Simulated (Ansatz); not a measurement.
Born–Oppenheimer molecular dynamics of a periodic cell of 17 atoms, Ga9As8 (host GaAs, host structure F-43m, interstitial Ga). It starts from a relaxed structure.

These are results of DFT PBE, scalar-relativistic, plane waves, PAW (Ansatz 0.2.0), not measurements. Settings: accuracy low, cutoff 420 eV, k mesh 2x2x2, fermi-dirac smearing 0.15 eV, no spin polarisation.

```yaml
ensemble: NVE (velocity Verlet)
time_step: 4.5 fs
steps_asked: 170
starting_velocities_drawn_for: 1200 K
seed: 813794
```

First frame:

```xyz
17
Lattice="0.0000 5.7502 5.7502 5.7502 0.0000 5.7502 5.7502 5.7502 0.0000" Properties=species:S:1:pos:R:3
Ga 0.000 -0.082 -0.001
As 1.475 1.402 1.473
Ga 2.950 2.875 0.001
As 4.299 4.324 1.452
Ga 2.868 -0.010 2.885
As 4.278 1.403 4.277
Ga 5.750 2.875 2.801
As 7.213 4.338 4.287
Ga 0.000 2.876 2.957
As 1.454 4.329 4.296
Ga 2.877 5.753 2.872
As 4.299 7.174 4.301
Ga 2.794 2.876 5.750
As 4.278 4.349 7.222
Ga 5.750 5.824 5.751
As 7.199 7.175 7.201
Ga 5.738 2.859 5.766
```

What does the run give?

The run went to its last step.

```yaml
steps_done: 170
time_covered: 765 fs
mean_temperature_over_the_second_half: 570 K
spread_of_the_potential_energy_over_the_second_half: 11.5 meV per atom
mean_potential_energy_of_the_second_half_above_the_start: 77.1 meV per atom
```

The conserved energy stayed within 0.82 meV per atom of its start (net change 0.42 meV per atom), so the integration is sound. The temperature averaged 0.48 of the 1200 K drawn at the start: a run that starts near a minimum puts about half its kinetic energy into the potential. A run of 0.77 ps of so small a system gives no equilibrium averages. Limits of this set-up: coarse k mesh, odd electron count without spin, low accuracy level.

What happens to the structure?

Mean squared displacements from the first frame to the last, about the centre of mass: Ga 0.16 Å², As 0.12 Å². Another seed would give other details.

How do temperature and energy run in time?


```json
{"time (fs)": "0.0", "T (K)": "1200", "potential energy less start (eV)": "0.000", "conserved less start (meV/atom)": "0.00"}
{"time (fs)": "36.0", "T (K)": "404", "potential energy less start (eV)": "1.660", "conserved less start (meV/atom)": "0.81"}
{"time (fs)": "72.0", "T (K)": "739", "potential energy less start (eV)": "0.961", "conserved less start (meV/atom)": "0.37"}
{"time (fs)": "108.0", "T (K)": "504", "potential energy less start (eV)": "1.447", "conserved less start (meV/atom)": "0.47"}
{"time (fs)": "144.0", "T (K)": "477", "potential energy less start (eV)": "1.501", "conserved less start (meV/atom)": "0.32"}
{"time (fs)": "180.0", "T (K)": "453", "potential energy less start (eV)": "1.554", "conserved less start (meV/atom)": "0.51"}
{"time (fs)": "216.0", "T (K)": "431", "potential energy less start (eV)": "1.600", "conserved less start (meV/atom)": "0.56"}
{"time (fs)": "252.0", "T (K)": "554", "potential energy less start (eV)": "1.344", "conserved less start (meV/atom)": "0.44"}
{"time (fs)": "288.0", "T (K)": "593", "potential energy less start (eV)": "1.263", "conserved less start (meV/atom)": "0.50"}
{"time (fs)": "324.0", "T (K)": "618", "potential energy less start (eV)": "1.211", "conserved less start (meV/atom)": "0.49"}
{"time (fs)": "360.0", "T (K)": "564", "potential energy less start (eV)": "1.323", "conserved less start (meV/atom)": "0.47"}
{"time (fs)": "396.0", "T (K)": "555", "potential energy less start (eV)": "1.342", "conserved less start (meV/atom)": "0.42"}
{"time (fs)": "432.0", "T (K)": "624", "potential energy less start (eV)": "1.198", "conserved less start (meV/atom)": "0.38"}
{"time (fs)": "468.0", "T (K)": "551", "potential energy less start (eV)": "1.350", "conserved less start (meV/atom)": "0.51"}
{"time (fs)": "504.0", "T (K)": "522", "potential energy less start (eV)": "1.411", "conserved less start (meV/atom)": "0.53"}
{"time (fs)": "540.0", "T (K)": "677", "potential energy less start (eV)": "1.089", "conserved less start (meV/atom)": "0.41"}
{"time (fs)": "576.0", "T (K)": "630", "potential energy less start (eV)": "1.187", "conserved less start (meV/atom)": "0.48"}
{"time (fs)": "612.0", "T (K)": "683", "potential energy less start (eV)": "1.076", "conserved less start (meV/atom)": "0.45"}
{"time (fs)": "648.0", "T (K)": "519", "potential energy less start (eV)": "1.418", "conserved less start (meV/atom)": "0.52"}
{"time (fs)": "684.0", "T (K)": "605", "potential energy less start (eV)": "1.238", "conserved less start (meV/atom)": "0.41"}
{"time (fs)": "720.0", "T (K)": "512", "potential energy less start (eV)": "1.431", "conserved less start (meV/atom)": "0.45"}
{"time (fs)": "756.0", "T (K)": "418", "potential energy less start (eV)": "1.626", "conserved less start (meV/atom)": "0.48"}
```

Time of the run: 17 min on 2 threads of Intel(R) Xeon(R) 6975P-C (Granite Rapids), with other jobs on the host, peak memory 1.4 GiB.
